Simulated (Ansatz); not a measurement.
A run of Ansatz 0.2.0:

Contents of input.yaml:

```yaml
crystal:
  lattice:
    - [2.3446, -1.43138, 0.00906]
    - [2.3446, 1.43138, 0.00906]
    - [-2.206, 0.0, 10.92374]
  atoms:
    - { symbol: Ni, position: [0.49838, 0.49838, 0.29525], spin: 1.0 }
    - { symbol: Mo, position: [0.31773, 0.31773, 0.91207], spin: 1.0 }
    - { symbol: Pd, position: [0.24733, 0.24733, 0.49061] }
    - { symbol: Ir, position: [0.74982, 0.74982, 0.10802], spin: 0.6 }
    - { symbol: W, position: [0.68673, 0.68673, 0.69406] }
kpoints:
  mp_grid: { grid: [7, 7, 2] }
scf:
  occupations: { method: fermi_dirac, width: 0.05 }
hamiltonian:
  xc: pbesol
  pseudopotentials: { kind: all_electron, datasets: crystal }
magnetization:
  spin_polarized: true
output:
  forces: true
  stress: true
relax:
  f_tol: 0.02
  max_steps: 60
  cell: {}
```

Potentials or basis: all-electron PAW datasets made for the crystal.

Command:

```console
$ ansatz run input.yaml --threads 8 --pin off --max-ram 24576MiB --backend cpu --events-out ev --progress --plain --runs-dir out
```

Hardware: 8 threads of AMD EPYC 9R45 96-Core Processor (Zen 5), with other jobs on the host.

Task: Estimate the wall time of this run.

Result: It took 2.3 min on 8 threads of AMD EPYC 9R45 96-Core Processor (Zen 5), on a shared host, peak memory 3.4 GiB. Counts: scf iterations 107, plane waves 1579, k points 32, bands 59, ion steps 7.
